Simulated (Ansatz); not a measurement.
Geometry optimisation, Ansatz, DFT PBE, scalar-relativistic, plane waves, PAW.

Input file:

```yaml
crystal:
  lattice:
    - [7.67918, 0.0, 0.0]
    - [3.83959, 6.650365, 0.0]
    - [0.0, 0.0, 18.868765]
  atoms:
    - { symbol: H, position: [0.1666667, 0.1666667, 0.0529976] }
    - { symbol: H, position: [0.6666667, 0.1666667, 0.0529976] }
    - { symbol: H, position: [0.1666667, 0.6666667, 0.0529976] }
    - { symbol: H, position: [0.6666667, 0.6666667, 0.0529976] }
    - { symbol: Si, position: [0.1666667, 0.1666667, 0.1324941] }
    - { symbol: Si, position: [0.6666667, 0.1666667, 0.1324941] }
    - { symbol: Si, position: [0.1666667, 0.6666667, 0.1324941] }
    - { symbol: Si, position: [0.6666667, 0.6666667, 0.1324941] }
    - { symbol: Si, position: [-0.1666667, 0.3333333, 0.1740312] }
    - { symbol: Si, position: [0.3333333, 0.3333333, 0.1740312] }
    - { symbol: Si, position: [-0.1666667, 0.8333333, 0.1740312] }
    - { symbol: Si, position: [0.3333333, 0.8333333, 0.1740312] }
    - { symbol: Si, position: [-0.1666667, 0.3333333, 0.2986423] }
    - { symbol: Si, position: [0.3333333, 0.3333333, 0.2986423] }
    - { symbol: Si, position: [-0.1666667, 0.8333333, 0.2986423] }
    - { symbol: Si, position: [0.3333333, 0.8333333, 0.2986423] }
    - { symbol: Si, position: [0.0, 0.0, 0.3401794] }
    - { symbol: Si, position: [0.5, 0.0, 0.3401794] }
    - { symbol: Si, position: [0.0, 0.5, 0.3401794] }
    - { symbol: Si, position: [0.5, 0.5, 0.3401794] }
    - { symbol: H, position: [0.0, 0.5, 0.417026] }
    - { symbol: H, position: [0.5, 0.5, 0.417026] }
    - { symbol: Ni, position: [-0.0032027, 0.8343363, 0.4482946], spin: 1.0 }
magnetization:
  spin_polarized: true
basis:
  ecutwfc: 420.0
kpoints:
  mp_grid: { grid: [2, 2, 1] }
hamiltonian:
  xc: pbe
  pseudopotentials: { kind: paw, azcp: { folder: soft_1 } }
scf:
  occupations: { method: gaussian, width: 0.05 }
  lower_state_search: "off"
relax:
  f_tol: 0.03
  max_steps: 60
  adjacent_minimum: "off"
  constraints: [{ sites: [0, 1, 2, 3, 4, 5, 6, 7] }]
```

Launched with:

```bash
$ ansatz run input.yaml --threads 2 --pin off --max-ram 5120MiB --backend cpu --events-out ev --progress --plain --runs-dir out
```

Problem. Where does it end, and by what steps?

Solution. The run converged. Limits of this set-up: coarse k mesh, thin slab, slab without dipole correction. After 14 steps the energy has fallen by 1.651 eV; Ni23 moved furthest, 1.56 Å. Joined: Si15–Ni23 (3.09 → 2.22 Å), Si18–Ni23 (3.93 → 2.36 Å), Si19–Ni23 (3.27 → 2.34 Å), H21–Ni23 (2.62 → 1.74 Å).

```json
{"step": "0", "energy less start (eV)": "0.0000", "largest force component (eV/Å)": "1.296", "accepted": "yes"}
{"step": "1", "energy less start (eV)": "-0.3119", "largest force component (eV/Å)": "0.919", "accepted": "yes"}
{"step": "2", "energy less start (eV)": "-0.5023", "largest force component (eV/Å)": "0.587", "accepted": "yes"}
{"step": "3", "energy less start (eV)": "-0.7131", "largest force component (eV/Å)": "0.712", "accepted": "yes"}
{"step": "4", "energy less start (eV)": "-0.9569", "largest force component (eV/Å)": "0.650", "accepted": "yes"}
{"step": "5", "energy less start (eV)": "-1.1742", "largest force component (eV/Å)": "0.489", "accepted": "yes"}
{"step": "6", "energy less start (eV)": "-1.3326", "largest force component (eV/Å)": "0.343", "accepted": "yes"}
{"step": "7", "energy less start (eV)": "-1.4121", "largest force component (eV/Å)": "0.235", "accepted": "yes"}
{"step": "8", "energy less start (eV)": "-1.5200", "largest force component (eV/Å)": "0.355", "accepted": "yes"}
{"step": "9", "energy less start (eV)": "-1.6258", "largest force component (eV/Å)": "0.209", "accepted": "yes"}
{"step": "10", "energy less start (eV)": "-1.6391", "largest force component (eV/Å)": "0.178", "accepted": "yes"}
{"step": "11", "energy less start (eV)": "-1.6373", "largest force component (eV/Å)": "0.183", "accepted": "no"}
{"step": "12", "energy less start (eV)": "-1.6495", "largest force component (eV/Å)": "0.073", "accepted": "yes"}
{"step": "13", "energy less start (eV)": "-1.6492", "largest force component (eV/Å)": "0.069", "accepted": "no"}
{"step": "14", "energy less start (eV)": "-1.6508", "largest force component (eV/Å)": "0.019", "accepted": "yes"}
```

```xyz
23
Lattice="7.6792 0.0000 0.0000 3.8396 6.6504 0.0000 0.0000 0.0000 18.8688" Properties=species:S:1:pos:R:3
H 1.920 1.108 1.000
H 5.759 1.108 1.000
H 3.840 4.434 1.000
H 7.679 4.434 1.000
Si 1.920 1.108 2.500
Si 5.759 1.108 2.500
Si 3.840 4.434 2.500
Si 7.679 4.434 2.500
Si 0.005 2.213 3.322
Si 3.833 2.213 3.328
Si 1.920 5.528 3.113
Si 5.759 5.559 3.342
Si -0.012 2.228 5.709
Si 3.857 2.245 5.725
Si 1.995 5.755 5.349
Si 5.741 5.636 5.740
Si -0.082 0.022 6.683
Si 3.964 -0.011 6.517
Si 1.915 3.493 6.345
Si 5.770 3.400 6.468
H 1.892 3.799 7.929
H 5.770 3.360 7.969
Ni 1.911 5.501 7.554
```

Whether the end is a true minimum wasn't checked by a vibrational analysis.

Time of the run: 4.4 min on 2 threads of Arm Neoverse V2, on a shared host, peak memory 1.5 GiB.
